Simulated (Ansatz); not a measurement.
# CH₇BOSi₂: one species, many methods

Aim: compute CH₇BOSi₂ with functionals from several rungs and with coupled cluster. The yardstick is the atomisation energy at the CCSD(T) limit.

The runs use Ansatz 0.2.0, Gaussian basis; functionals in def2-TZVPP, the program's frozen cores in correlated methods.

Levels to be run: LDA (SPW92), PBE-D4, revPBE-D4, BLYP-D4, r2SCAN-D4, B97M-V, PBE0-D4, B3LYP-D4, r2SCANh-D4, r2SCAN0-D4, HSE06-D4, BHLYP-D4, CAM-B3LYP-D4, LC-ωPBE, ωB97X-V, ωB97M-V, B2PLYP, PBE-QIDH; CCSD(T)/def2-SVP; CCSD(T)/def2-TZVPP; MP2/def2-QZVPP; extrapolation to the limit; RPA on PBE.

**1. The geometry**

All runs share one geometry, relaxed beforehand with PBE0-D4 in a triple-zeta def2 set.

12 atoms, charge 0, spin multiplicity 1.

Atoms are counted from 1 here; the program's logs count them from 0.

Bond lengths: O1–B2 1.340 Å, O1–H6 0.961 Å, B2–Si3 1.948 Å, B2–C4 1.533 Å, Si3–C4 1.919 Å, Si3–H7 1.485 Å, Si3–H8 1.483 Å, C4–Si5 1.861 Å, C4–H9 1.091 Å, Si5–H10 1.488 Å, Si5–H11 1.489 Å, Si5–H12 1.487 Å. Angles: B2–O1–H6 113.2°, O1–B2–Si3 156.1°, O1–B2–C4 136.8°, Si3–B2–C4 65.7°, B2–Si3–C4 46.7°, B2–Si3–H7 120.4°, B2–Si3–H8 127.3°, C4–Si3–H7 116.5°, C4–Si3–H8 114.8°, H7–Si3–H8 111.8°, B2–C4–Si3 67.6°, B2–C4–Si5 114.8°, B2–C4–H9 122.1°, Si3–C4–Si5 110.2°, Si3–C4–H9 125.0°, Si5–C4–H9 110.9°, C4–Si5–H10 111.6°, C4–Si5–H11 109.2° and more.

Coordinates:

```xyz
12
CH7BOSi2
O    -1.7574    1.6313    0.7630
B    -1.0423    0.5176    0.5537
Si   -0.7286   -1.4018    0.4393
C     0.4366    0.1150    0.5979
Si    1.3651    0.3810   -0.9925
H    -2.7056    1.4898    0.6985
H    -0.8682   -2.2588    1.6435
H    -0.5345   -2.2085   -0.7904
H     1.0707    0.3297    1.4596
H     1.8617    1.7788   -1.1108
H     0.4545    0.1156   -2.1407
H     2.5249   -0.5450   -1.0872
```

**2. LDA**

This LDA is Slater exchange with PW92 correlation.

in.yaml

```yaml
crystal:
  periodic: [false, false, false]
  atoms:
    - {symbol: O, position_ang: [-1.757354, 1.631335, 0.763043]}
    - {symbol: B, position_ang: [-1.042326, 0.517625, 0.553728]}
    - {symbol: Si, position_ang: [-0.728580, -1.401794, 0.439313]}
    - {symbol: C, position_ang: [0.436581, 0.115028, 0.597933]}
    - {symbol: Si, position_ang: [1.365079, 0.381011, -0.992535]}
    - {symbol: H, position_ang: [-2.705621, 1.489783, 0.698493]}
    - {symbol: H, position_ang: [-0.868180, -2.258767, 1.643481]}
    - {symbol: H, position_ang: [-0.534493, -2.208518, -0.790426]}
    - {symbol: H, position_ang: [1.070692, 0.329750, 1.459578]}
    - {symbol: H, position_ang: [1.861708, 1.778776, -1.110830]}
    - {symbol: H, position_ang: [0.454510, 0.115599, -2.140698]}
    - {symbol: H, position_ang: [2.524883, -0.545027, -1.087178]}
basis:
  gaussian: {orbitals: def2-TZVPP}
hamiltonian: {xc: lda}
output: {orbitals: {seedname: orbitals}}
```

Further steps of the session: PBE-D4 (GGA); revPBE-D4 (GGA); BLYP-D4 (GGA); r2SCAN-D4 (meta-GGA); B97M-V (meta-GGA); PBE0-D4 (hybrid); B3LYP-D4 (hybrid); r2SCANh-D4 (hybrid); r2SCAN0-D4 (hybrid); HSE06-D4 (hybrid); BHLYP-D4 (hybrid); CAM-B3LYP-D4 (range-separated); LC-ωPBE (range-separated); ωB97X-V (range-separated); ωB97M-V (range-separated); B2PLYP (double hybrid); PBE-QIDH (double hybrid); CCSD(T) in def2-SVP; CCSD(T) in def2-TZVPP; MP2 in def2-QZVPP; RPA on PBE orbitals.

**Question.** What will the summary of the whole plan be? Wanted: atomisation energy, CCSD(T)/CBS; farthest beyond LDA; mean size of error, GGA; mean size of error, meta-GGA; mean size of error, hybrid; mean size of error, range-separated; mean size of error, double hybrid; gap, smallest and largest; T1 diagnostic.

The runs gave:

| quantity | value |
| --- | --- |
| atomisation energy, CCSD(T)/CBS | 43.511 eV |
| functionals within 0.218 eV (0.5 %) | PBE0-D4, B3LYP-D4, r2SCANh-D4, HSE06-D4, CAM-B3LYP-D4, LC-ωPBE, PBE-QIDH |
| farthest beyond LDA | BHLYP-D4 (-0.945 eV) |
| mean size of error, GGA | 0.400 eV |
| mean size of error, meta-GGA | 0.380 eV |
| mean size of error, hybrid | 0.225 eV |
| mean size of error, range-separated | 0.210 eV |
| mean size of error, double hybrid | 0.353 eV |
| gap, smallest and largest | 3.42 eV (LDA (SPW92)), 10.36 eV (LC-ωPBE) |
| T1 diagnostic | 0.0140 |
| triples share of the correlation energy | 4.0 % |

In words: The LDA atomisation energy is off by 5.896 eV (14 %): it overbinds. PBE-D4 misses by +0.544 eV. Double hybrids carry the basis error of their MP2 part in triple zeta, and no dispersion term here, so their miss is partly the set-up's. Taken by rung, range-separated functionals do best (0.210 eV on average) and GGA ones worst beyond LDA (0.400 eV). The gap between the best rungs is small, so their order is not settled. Misses under about 0.218 eV are within the doubt on the reference itself, which lacks core-valence correlation, relativity and higher excitations. Hartree-Fock recovers 74 % of the binding; the rest is correlation. CCSD(T) in def2-SVP is off by -2.452 eV, which most functionals beat. The gap grows from 3.4 to 10.4 eV across the functionals, mostly with the share of exact exchange.
